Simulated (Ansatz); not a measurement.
# AlH₃OS₂: one species, many methods

One table from this session's results is given with a row withheld; the runs are named, their logs left out.

The runs use Ansatz 0.2.0, Gaussian basis; functionals in def2-TZVPP, the program's frozen cores in correlated methods.

Plan: PBE-D4, r2SCAN-D4, PBE0-D4, B3LYP-D4, ωB97X-V, ωB97M-V, B2PLYP; CCSD(T)/def2-TZVPP; CCSD(T)/def2-QZVPP; extrapolation to the limit.

## Structure used throughout

An earlier PBE0-D4 in a triple-zeta def2 set relaxation fixed the geometry.

SMILES `[OH][Al]([SH])[SH]`, 7 atoms, charge 0, spin multiplicity 1.

Atoms are counted from 1 here; the program's logs count them from 0.

Bond lengths: O1–Al2 1.687 Å, O1–H5 0.955 Å, Al2–S3 2.172 Å, Al2–S4 2.178 Å, S3–H6 1.346 Å, S4–H7 1.345 Å. Angles: Al2–O1–H5 124.9°, O1–Al2–S3 117.8°, O1–Al2–S4 121.3°, S3–Al2–S4 120.9°, Al2–S3–H6 91.5°, Al2–S4–H7 92.7°.

Set-up of the first run:

File in.yaml:

```yaml
crystal:
  periodic: [false, false, false]
  atoms:
    - {symbol: O, position_ang: [-1.702300, 0.338714, 0.164456]}
    - {symbol: Al, position_ang: [-0.051448, 0.070531, -0.059610]}
    - {symbol: S, position_ang: [0.923883, -1.381636, 1.227648]}
    - {symbol: S, position_ang: [1.070897, 1.141457, -1.587742]}
    - {symbol: H, position_ang: [-2.230864, 0.951221, -0.343448]}
    - {symbol: H, position_ang: [-0.230156, -1.639587, 1.869618]}
    - {symbol: H, position_ang: [2.219987, 0.519300, -1.270930]}
basis:
  gaussian: {orbitals: def2-TZVPP}
hamiltonian: {xc: pbe, dispersion: d4}
output: {forces: true, orbitals: {seedname: orbitals}}
```

Launch:

```bash
> ansatz run in.yaml --threads 2 --pin off --events-out ev --progress --plain --max-ram 20480MiB --backend cpu
```

Steps of the session up to this table: PBE-D4 (GGA); r2SCAN-D4 (meta-GGA); PBE0-D4 (hybrid); B3LYP-D4 (hybrid); ωB97X-V (range-separated); ωB97M-V (range-separated); B2PLYP (double hybrid); CCSD(T) in def2-TZVPP; CCSD(T) in def2-QZVPP.

One table of the session follows, with a row left open; its other results are not shown here.

| method | atomisation energy (eV) |
| --- | --- |
| PBE-D4 | 24.437 |
| r2SCAN-D4 | 24.420 |
| PBE0-D4 | 23.972 |
| B3LYP-D4 | 23.958 |
| ωB97X-V | 24.369 |
| ωB97M-V | 24.410 |
| B2PLYP | 23.791 |
| HF/def2-TZVPP | ? |
| MP2/def2-TZVPP | 24.123 |
| CCSD/def2-TZVPP | 23.086 |
| CCSD(T)/def2-TZVPP | 23.529 |
| MP2/CBS | 24.983 |
| CCSD(T)/CBS | 24.424 |

Q: Estimate the row for HF/def2-TZVPP from the others.

The run gave: atomisation energy (eV): 17.094. In the column «atomisation energy (eV)» it is the lowest.
